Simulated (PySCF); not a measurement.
**RuSH: structure of the quartet**

Aim: relax RuSH as a quartet from a PBE0 minimum start, check by its vibrations whether the end is a minimum, and collect its spectrum and constants.

Method: PBE, basis Ru def2-TZVP with ECP28, S def2-TZVP, H def2-TZVP, scalar-relativistic core potentials, no spin–orbit coupling, density fitting; program: PySCF 2.14.0.

## 1. Starting geometry

3 atoms, charge 0, spin multiplicity 4.

Bond lengths: Ru1–S2 2.046 Å, Ru1–H3 1.606 Å. Angles: S2–Ru1–H3 94.8°.

Z-matrix (Å, degrees; charge 0 multiplicity 4):
```
Ru
S  1 2.0462
H  1 1.6058 2 94.77
```

## 2. Finding the electronic state

The steps below are one call of a driver around PySCF. For each, scf.py gives the equivalent set-up of the SCF; relaxations use the driver's own optimiser. After this first run the driver tries any further starts and a stability analysis.

Input file scf.py:

```python
from pyscf import gto, scf, dft
mol = gto.M(atom='''
Ru    -0.000000    -0.484160     0.000000
S      0.050530     1.561400    -0.000000
H     -1.603080    -0.578180     0.000000''',
    basis={'Ru': 'def2-TZVP', 'S': 'def2-TZVP', 'H': 'def2-TZVP'},
    ecp={'Ru': 'def2-TZVP'},
    charge=0, spin=3)
mf = dft.UKS(mol, xc='PBE')
mf.grids.atom_grid = (50, 194)
aux = {'Ru': 'def2-universal-JKFIT', 'S': 'def2-universal-JKFIT', 'H': 'def2-universal-JKFIT'}
mf = mf.density_fit(auxbasis=aux)
mf.conv_tol = 1e-08
mf.diis_space = 10
mf.max_cycle = 60
mf.init_guess = 'minao'
mf.verbose = 4
mf.kernel()
```

On the command line:

```
$ OMP_NUM_THREADS=2 python axn.py task.json out
```

The program printed:

```text
init E= -485.936484785317
[... the frontier-level lines of each cycle are left out ...]
cycle= 1 E= -492.244132753766  delta_E= -6.31  |g|= 1.76  |ddm|=  2.9
cycle= 2 E= -481.407843905182  delta_E= 10.8  |g|=  3.5  |ddm|= 8.89
cycle= 3 E= -492.577584884538  delta_E= -11.2  |g|=  1.3  |ddm|= 8.87
cycle= 4 E= -492.653587994513  delta_E= -0.076  |g|= 1.16  |ddm|=  1.6
cycle= 5 E= -493.484526427551  delta_E= -0.831  |g|= 0.317  |ddm|= 1.36
cycle= 6 E= -493.520082409038  delta_E= -0.0356  |g|= 0.188  |ddm|= 0.389
cycle= 7 E= -493.532905229455  delta_E= -0.0128  |g|= 0.108  |ddm|= 0.159
cycle= 8 E= -493.537246721945  delta_E= -0.00434  |g|= 0.0582  |ddm|= 0.0638
cycle= 9 E= -493.538365729271  delta_E= -0.00112  |g|= 0.0259  |ddm|= 0.0292
cycle= 10 E= -493.538688584004  delta_E= -0.000323  |g|= 0.0135  |ddm|= 0.0158
cycle= 11 E= -493.538774092162  delta_E= -8.55e-05  |g|= 0.00303  |ddm|= 0.00707
cycle= 12 E= -493.538778646353  delta_E= -4.55e-06  |g|= 0.000569  |ddm|= 0.00261
cycle= 13 E= -493.538778882345  delta_E= -2.36e-07  |g|= 0.000315  |ddm|= 0.000858
cycle= 14 E= -493.538778953429  delta_E= -7.11e-08  |g|= 7.01e-05  |ddm|= 0.000357
cycle= 15 E= -493.53877895703  delta_E= -3.6e-09  |g|= 1.59e-05  |ddm|= 0.000108
Extra cycle  E= -493.538778954283  delta_E= 2.75e-09  |g|= 7.67e-05  |ddm|= 5.81e-05
converged SCF energy = -493.538778954283  <S^2> = 3.7602861  2S+1 = 4.0051397
```

This step, with its further starts and checks, needed 10 s of wall time on 2 threads of Arm Neoverse V2, shared host.

Energies from each starting density:

| start | energy (Eh) |
| --- | --- |
| the minimal-basis guess | -493.538779 |
| a thermally smeared density | -493.538779 |
| a smeared PBE density | -493.538779 |

No lower solution of this spin turned up from the other starts or in the test of internal stability.

## 3. Relaxing the quartet from the PBE0 minimum start

The program finds Cs symmetry in the start, which this walk keeps. Threshold on the gradient: 0.0003 Eh/bohr, with a further test on the energy change.

Changes to scf.py since step 2:

```diff
@@ -3,3 +3,3 @@
-Ru    -0.000000    -0.484160     0.000000
-S      0.050530     1.561400    -0.000000
-H     -1.603080    -0.578180     0.000000''',
+Ru     0.000001    -0.484164     0.000000
+S      0.050531     1.561396     0.000000
+H     -1.603079    -0.578184     0.000000''',
@@ -16 +15,0 @@
-mf.init_guess = 'minao'
```

Steps of the walk:

| step | energy (Eh) | change (kJ/mol) | largest symmetric gradient (Eh/bohr) |
| --- | --- | --- | --- |
| 0 | -493.538779 | 0.00 | 0.00881 |
| 1 | -493.539047 | -0.70 | 0.00395 |
| 2 | -493.539095 | -0.83 | 0.00089 |
| 3 | -493.539099 | -0.84 | 0.00033 |
| 4 | -493.539100 | -0.84 | 0.00014 |

The walk took 5.8 s.

After 4 steps and 0.8 kJ/mol it ends at Cs: Ru–H 1.579 Å, Ru–S 2.063 Å; H–Ru–S 94.5°.

## 4. Is it a minimum? Harmonic modes

On the finer grid the gradient is checked again; gradients at displacements of ±0.02 bohr then give force constants and infrared intensities.

Changes to scf.py since step 3:

```diff
@@ -3,3 +3,3 @@
-Ru     0.000001    -0.484164     0.000000
-S      0.050531     1.561396     0.000000
-H     -1.603079    -0.578184     0.000000''',
+Ru    -0.000944    -0.489644     0.000000
+S      0.055025     1.572757     0.000000
+H     -1.578547    -0.564235     0.000000''',
@@ -10 +10 @@
-mf.grids.atom_grid = (50, 194)
+mf.grids.atom_grid = (75, 302)
@@ -13 +13 @@
-mf.conv_tol = 1e-08
+mf.conv_tol = 1e-10
```

This SCF starts from the last density.

SCF at the final geometry:

```text
init E= -493.539139999668
[... the frontier-level lines of each cycle are left out ...]
cycle= 1 E= -493.539139998755  delta_E= 9.13e-10  |g|= 4.47e-05  |ddm|= 2.93e-05
cycle= 2 E= -493.539139963114  delta_E= 3.56e-08  |g|= 0.000277  |ddm|= 0.000181
cycle= 3 E= -493.539139999661  delta_E= -3.65e-08  |g|= 8.31e-06  |ddm|= 0.000159
cycle= 4 E= -493.539139999698  delta_E= -3.79e-11  |g|= 8.23e-07  |ddm|= 7.51e-06
Extra cycle  E= -493.539139999686  delta_E= 1.24e-11  |g|= 4.61e-06  |ddm|= 3.56e-06
converged SCF energy = -493.539139999686  <S^2> = 3.7601417  2S+1 = 4.0050676
```

The whole step took 33 s.

Geometry: Cs; Ru–H 1.579 Å, Ru–S 2.063 Å; H–Ru–S 94.3°.

Harmonic modes (main isotopes):

```tsv
symmetry	ω (cm⁻¹)	IR (km/mol)	type
a'	527	12.9	stretch
a'	541	41.3	bend
a'	2065	39.6	stretch
```

Every mode is real; the point is a minimum.

Properties at this point:

* Dipole moment: 2.89 D
* Highest occupied level: -5.03 eV
* Lowest empty level: -4.16 eV
* Rotational constants: 6.819, 0.1621, 0.1584 cm⁻¹
* Zero-point energy: 18.7 kJ/mol
* Principal polarisabilities: 43.9, 49.4, 77.9 bohr³
* Atomisation energy without zero-point energy: 745 kJ/mol
* Principal traceless quadrupole moments about the centre of mass: -1.93, -0.87, 2.80 D Å
* Entropy at 298.15 K and 1 bar (electronic part: spin only): 277.4 J/(mol K)
* Heat capacity Cp at 298.15 K: 43.1 J/(mol K)
* Enthalpy at 298.15 K above 0 K: 10.97 kJ/mol
* Rotational symmetry number: 1
* Spin squared ⟨S²⟩: 3.760

Charges (e) and bond orders:

```
atom  Mulliken  Löwdin  polar tensor  spin (Mulliken)  Mayer order to Ru1
 Ru1      0.31   -0.16          0.53             2.28                   –
  S2     -0.32    0.14         -0.38             0.79                2.23
  H3      0.01    0.02         -0.15            -0.07                0.93
```

Outer orbital energies (eV). α occupied: -8.93, -8.55, -8.12, -8.11, -6.14, -5.89, -5.29, -5.18; empty: -3.33, -2.23, -0.75, 0.76. β occupied: -47.51, -47.16, -16.34, -8.52, -8.04, -7.16, -7.01, -5.03; empty: -4.16, -3.96, -3.78, -2.70.

Mulliken populations on Ru1 (outside its core potential): s 2.55, p 6.21, d 6.93, f 0.00.

## 5. Outcome

| quantity | value |
| --- | --- |
| minimum | quartet, Cs |
| geometry | Ru–H 1.579 Å, Ru–S 2.063 Å; H–Ru–S 94.3° |
| wavenumbers (cm⁻¹) | 527 (a'), 541 (a'), 2065 (a') |
| dipole moment | 2.89 D |
| highest occupied, lowest empty level (either spin) | -5.03, -4.16 eV |
| polar-tensor charge of Ru1 | +0.53 e |
| zero-point energy | 18.7 kJ/mol |
| entropy at 298.15 K | 277.4 J/(mol K) |
| atomisation energy (no zero-point energy) | 745 kJ/mol |
| ⟨S²⟩ | 3.760 |

What this shows: The PBE0 minimum start keeps its Cs symmetry and ends in a minimum. In the infrared the band at 541 cm⁻¹ (a', bend) leads. Most of the spin sits on Ru1 (Mulliken spin 2.28, against 3 for the whole molecule). Only this shape and spin were tried, so other structures or states may lie lower. Open d and f shells are described by one determinant, and the ground state may have another occupation or spin.

The search up to here took 49 s.
